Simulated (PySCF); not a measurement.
# MgBr: from the state search to spectroscopic constants

One job finds the state of MgBr, follows it along the bond with each method and fits the curves.

Program: PySCF 2.14.0. Level of theory: Mg aug-pcseg-1, Br aug-pcseg-1, no relativity. These are calculated values, not measurements.

### 1 Input

Settings of the job:

```json
{
  "atoms": "Mg, Br",
  "charge": "0",
  "basis": "Mg aug-pcseg-1, Br aug-pcseg-1",
  "Hamiltonian": "no relativity",
  "basis functions": "50",
  "electrons treated": "47",
  "masses in u": "23.9850, 78.9183",
  "levels": "PBE0, PBE, r²SCAN, B3LYP, PW91, BLYP, HSE06, HF, MP2, SCS-MP2, CCSD, CCSD(T)",
  "grid": "80 radial by 434 angular points",
  "occupations": "held fixed by the projection of orbital angular momentum",
  "dissociation limit": "Mg + Br, each in its ground configuration",
  "starting distance in angstrom": "2.470",
  "values of 2S to try": "1, 3"
}
```

On the command line:

```
$ OMP_NUM_THREADS=1 python dia.py task.json out
```

The runs that follow: First curve: PBE0; Excited determinants; PBE; r²SCAN; B3LYP; PW91; BLYP; HSE06; UHF (mean field); Correlated methods on the Hartree–Fock reference.

Before running it: what results should come out? Wanted: for each run, Re; ωe; De; μ.

The runs gave:

Lowest PBE0 solution found, without spin–orbit coupling: ²Σ⁺ (doublet), unpaired electrons σ ↑. State 2 has its PBE0 minimum 5.20 eV higher. The other levels ran on the lowest alone.

```
      level  Re (Å)  ωe (cm⁻¹)  De (eV)  μ (D)
        UHF   2.421        352     2.52  -3.97
    UHF-MP2   2.435        345     2.98    n/a
UHF-SCS-MP2   2.437        344     2.79    n/a
   UHF-CCSD   2.437        344     2.52    n/a
UHF-CCSD(T)   2.441        342     2.57    n/a
        PBE   2.435        332     2.82  -3.57
       PW91   2.433        332     2.87  -3.60
       BLYP   2.451        322     2.54  -3.73
     r²SCAN   2.414        346     3.13  -3.68
      B3LYP   2.430        335     2.61  -3.83
       PBE0   2.416        345     2.86  -3.71
      HSE06   2.419        343     2.86  -3.73
```

De is counted to Mg + Br in their ground configurations. A positive dipole means Mg(−)Br(+).

Differences from CCSD(T) in the same basis:

```
      level  Re (mÅ)  ωe (%)
        UHF      -20    +3.0
    UHF-MP2       -5    +1.0
UHF-SCS-MP2       -3    +0.7
   UHF-CCSD       -3    +0.6
        PBE       -6    -2.9
       PW91       -7    -2.9
       BLYP      +11    -5.9
     r²SCAN      -26    +1.3
      B3LYP      -11    -2.1
       PBE0      -25    +0.8
      HSE06      -22    +0.2
```

**Reading.** Judged by CCSD(T) in the same basis: best bond length UHF-SCS-MP2 and UHF-CCSD (-3 mÅ), worst r²SCAN (-26 mÅ); best wavenumber HSE06 (+0.2 %), worst BLYP (-5.9 %). Hartree–Fock falls on the short and stiff side, its usual fault. CCSD(T) in a basis this small is itself some way from its limit, more so than the functionals. Among the levels with a De in the table, it runs from 2.52 eV (UHF) to 3.13 eV (r²SCAN).

Correlated steps freeze 10 core orbitals.
